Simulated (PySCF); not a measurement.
# C₅H₃BrN₄: electronic excitations

Wanted: the electronic excitations of C₅H₃BrN₄ (`Cc1nnc(Br)c(C#N)n1`), by calculation.

The runs use PySCF 2.14.0, with density-fitted response routines of our own; the level of theory stands in each step. All values are computed, except where a source is named. Atoms count from 0, in the outputs and in this text.

### 1 The molecule as given

13 atoms, charge 0, multiplicity 1; geometry from: GFN2-xTB.

Bonds of the start (Å): C0–C1 1.48, C1–N2 1.33, N2–N3 1.29, N3–C4 1.32, C4–Br5 1.88, C4–C6 1.41, C6–C7 1.42, C7–N8 1.14, C6–N9 1.32, N9–C1 1.33, C0–H10 1.09, C0–H11 1.09, C0–H12 1.09.

### 2 Ultraviolet spectrum: PBE0/def2-SVPD

What the job is given:

```
{"job": {"kind": "uv", "xc": "PBE0", "basis": "def2-SVPD", "nstates": 8, "ntriplets": 3}, "charge": 0, "multiplicity": 1}
C     -2.326790     0.369866    -0.304924
C     -0.941084    -0.109635    -0.086349
N     -0.749321    -1.413449     0.081817
N      0.449841    -1.868189     0.257067
C      1.474197    -1.041483     0.276433
Br     3.181164    -1.792521     0.541415
C      1.272226     0.347348     0.111166
C      2.351173     1.272454     0.139363
N      3.242783     1.988886     0.166569
N      0.042490     0.792386    -0.072806
H     -2.425783     1.392228     0.047804
H     -2.546355     0.351976    -1.372194
H     -3.028930    -0.289378     0.196911
```

Method: TDDFT PBE0/def2-SVPD, vertical, gas phase, core orbitals frozen in the response.

Started as:

```bash
$ OMP_NUM_THREADS=1 python probes_run.py task.json out
```

One launch serves the whole session: the jobs run in the order shown.

Predict these results of the whole session: lowest singlet (PBE0/def2-SVPD); brightest single state of those computed; lowest triplet.

**Answer**, as computed:

```
                                quantity                        value
         lowest singlet (PBE0/def2-SVPD)  2.67 eV (465 nm), f = 0.002
brightest single state of those computed  state 6, 5.41 eV, f = 0.176
                          lowest triplet                      2.03 eV
```

The lowest singlet, at 2.67 eV, is HOMO→LUMO 0.99 and is weak; of the 8 states computed, the strongest absorption comes from state 6 at 5.41 eV. The lowest triplet lies 0.64 eV below the lowest singlet (triplets in Tamm-Dancoff, singlets in full TDDFT).
